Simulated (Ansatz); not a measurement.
# Al2GaH: the cost of one run

The runs use Ansatz 0.2.0, Gaussian basis; cc-pVTZ, core rule «outside noble gas», up to 24 orbitals frozen.

The runs, in order: UHF; CCSD(T) on ROHF; CCSD(T) on UHF; BCCD(T) on ROHF; CCSDT(Q) on ROHF; CCSDT(Q) on UHF.

4 further runs of the same task are left out: 4 set aside as unsound or not needed. Runs told in other sessions of the task aren't counted.

### 1 The geometry

The geometry is a PBE0/def2-TZVP stationary point (not a proven minimum) of the parent state, kept for this charge and spin. No spin-orbit coupling is included. The filled d shell of Ga may be among the frozen orbitals whatever the setting's name suggests.

4 atoms, charge 0, spin multiplicity 3.

Atoms are counted from 1 here; the program's logs count them from 0.

Bond lengths: Al1–Ga2 2.698 Å, Ga2–Al3 2.698 Å, Ga2–H4 1.623 Å. Angles: Al1–Ga2–Al3 146.7°, Al1–Ga2–H4 106.6°, Al3–Ga2–H4 106.6°.

### 2 UHF

in.yaml

```yaml
crystal:
  periodic: [false, false, false]
  atoms:
    - {symbol: Al, position_ang: [0.000000, -0.451085, -2.584700]}
    - {symbol: Ga, position_ang: [0.000000, 0.321015, 0.000000]}
    - {symbol: Al, position_ang: [0.000000, -0.451085, 2.584700]}
    - {symbol: H, position_ang: [0.000000, 1.944415, 0.000000]}
basis:
  gaussian: {orbitals: cc-pVTZ}
magnetization: {spin_polarized: true, initial_magnetization: 2}
hamiltonian: {xc: hf}
output: {orbitals: {seedname: orbitals}}
```

Launch:

```bash
$ ansatz run in.yaml --threads 1 --pin off --events-out ev --progress --plain --max-ram 4096MiB --backend cpu
```

**Question.** How long does this run take on 1 thread of AMD EPYC 7R13, shared host, and how much memory does it need?

About 37 s, with a peak of 0.53 GiB.
